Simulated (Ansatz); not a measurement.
# HfO2: the cost of one run

Method: DFT, PBE, plane-wave PAW, default files, scalar-relativistic, as far as a step names no other, in Ansatz 0.2.0.

## 1. The system as given

It takes space group P4_2/nmc (No. 137, tetragonal). The conventional cell has a = 3.558 Å, b = 3.558 Å, c = 5.172 Å, α = 90.00°, β = 90.00°, γ = 90.00°. Hf (site symmetry -4m2) has 4 O at 2.05 Å as nearest neighbours. Around O (site symmetry 2mm) lie 2 Hf at 2.05 Å.

Structure file:

```cif
data_structure
_symmetry_space_group_name_H-M 'P4_2/nmc:1'
_symmetry_Int_Tables_number 137
_cell_length_a 3.5580
_cell_length_b 3.5580
_cell_length_c 5.1719
_cell_angle_alpha 90.000
_cell_angle_beta 90.000
_cell_angle_gamma 90.000
_cell_volume 65.47
loop_
_atom_site_label
_atom_site_type_symbol
_atom_site_symmetry_multiplicity
_atom_site_Wyckoff_symbol
_atom_site_fract_x
_atom_site_fract_y
_atom_site_fract_z
_atom_site_occupancy
Hf1 Hf 2 a 0.50000 0.50000 0.50000 1
O1 O 4 d 0.00000 0.50000 0.69721 1
```

The earlier run gave: gap on the mesh 4.77 eV, largest force 0.140 eV/Å, pressure 10.0 GPa.

Site by site (atoms counted from 1):

```tsv
site	atoms	first shell	V_zz (10²¹ V/m²)	η	C_Q (MHz)
Hf	1, 2	8 O at 2.05–2.37 Å	14.78	0.00	1203 (¹⁷⁷Hf)
O	3, 4, 5, 6	4 Hf at 2.05–2.37 Å	0.89	0.00	-0.549 (¹⁷O)
```

Conventions: |V_zz| ≥ |V_yy| ≥ |V_xx|, η = (V_xx − V_yy)/V_zz, C_Q = eQV_zz/h. Q values from Pyykkö, Mol. Phys. 116, 1328 (2018).

## 2. Settings changed: scf.occupations.method = gaussian, scf.occupations.width = 0.001

Input file input.yaml:

```yaml
crystal:
  lattice:
    - [3.55801933, 0.0, 0.0]
    - [0.0, 3.55801933, 0.0]
    - [0.0, 0.0, 5.17186121]
  atoms:
    - { symbol: Hf, position: [0.5, 0.5, 0.5] }
    - { symbol: Hf, position: [0.0, 0.0, 0.0] }
    - { symbol: O, position: [0.0, 0.5, 0.69720788] }
    - { symbol: O, position: [0.5, 0.0, 0.80279212] }
    - { symbol: O, position: [0.5, 0.0, 0.30279212] }
    - { symbol: O, position: [0.0, 0.5, 0.19720788] }
kpoints:
  mp_grid: { grid: [5, 5, 4] }
scf:
  occupations: { method: gaussian, width: 0.001 }
hamiltonian:
  xc: pbe
  pseudopotentials: { kind: paw }
output:
  forces: true
  stress: true
  populations: true
  efg:
    quadrupole_moments_barn: { Hf: 3.365, O: -0.02558 }
    contact_densities: true
  write_density: true
  write_potential: true
  elf: true
  volumetric_format: npy
```

Launch:

```sh
> ansatz run input.yaml --threads 1 --pin off --max-ram 3072MiB --backend cpu --events-out ev --progress --plain --runs-dir out
```

Q: Estimate wall time and peak memory on 1 thread of Arm Neoverse V1, shared host.

About 6.4 s, with a peak of 0.42 GiB.
